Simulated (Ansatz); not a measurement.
# Sn: the cost of one run

Program: Ansatz 0.2.0. Level of theory: DFT PBEsol, scalar-relativistic. These are calculated values, not measurements.

### Step 1. The system as given

The structure is cubic, space group Fd-3m (No. 227). Conventional cell: a = 6.491 Å, b = 6.491 Å, c = 6.491 Å, α = 90.00°, β = 90.00°, γ = 90.00°. Sn (site symmetry -43m) is surrounded by 4 Sn at 2.81 Å.

Coordinates:

```cif
data_structure
_symmetry_space_group_name_H-M 'P 1'
_symmetry_Int_Tables_number 1
_cell_length_a 4.5900
_cell_length_b 4.5900
_cell_length_c 4.5900
_cell_angle_alpha 60.000
_cell_angle_beta 60.000
_cell_angle_gamma 60.000
_cell_volume 68.38
loop_
_atom_site_label
_atom_site_type_symbol
_atom_site_fract_x
_atom_site_fract_y
_atom_site_fract_z
_atom_site_occupancy
Sn1 Sn 0.50000 0.50000 0.50000 1
Sn2 Sn 0.75000 0.75000 0.75000 1
```

Atoms are numbered in the order of the input: Sn1, Sn2.

### Step 2. The deformed structure

Space group Fd-3m before, I4_1/amd after.

### Step 3. LAPW, all electrons

Input file input.yaml:

```yaml
crystal:
  lattice:
    - [0.0, 3.180688, 3.2456]
    - [3.180688, 0.0, 3.2456]
    - [3.180688, 3.180688, 0.0]
  atoms:
    - { symbol: Sn, position: [0.5, 0.5, 0.5] }
    - { symbol: Sn, position: [0.75, 0.75, 0.75] }
kpoints:
  mp_grid: { grid: [11, 11, 11] }
  band_path:
    path:
      - [0.0, 0.0, 0.0]
      - [0.0, 0.5, 0.5]
      - [0.25, 0.75, 0.5]
      - [0.0, 0.5, 0.0]
      - [0.0, 0.0, 0.0]
      - [0.5, 0.5, 0.0]
      - [0.37005, 0.62995, 0.0]
      - [-0.37005, 0.37005, 0.0]
      - [0.0, 0.0, 0.0]
    npoints: 5
scf:
  occupations: { method: fermi_dirac, width: 0.05 }
hamiltonian:
  xc: pbesol
  pseudopotentials: { kind: all_electron, lapw: { basis_error: 0.001 } }
output:
  forces: true
  stress: true
  eigenvalues: true
```

The run is started by

```bash
> ansatz run input.yaml --threads 1 --pin off --max-ram 3072MiB --backend cpu --events-out ev --progress --plain --runs-dir out
```

Q: Estimate wall time and peak memory on 1 thread of Intel Xeon Platinum 8488C (Sapphire Rapids), shared host.

About 39 s, with a peak of 0.61 GiB.
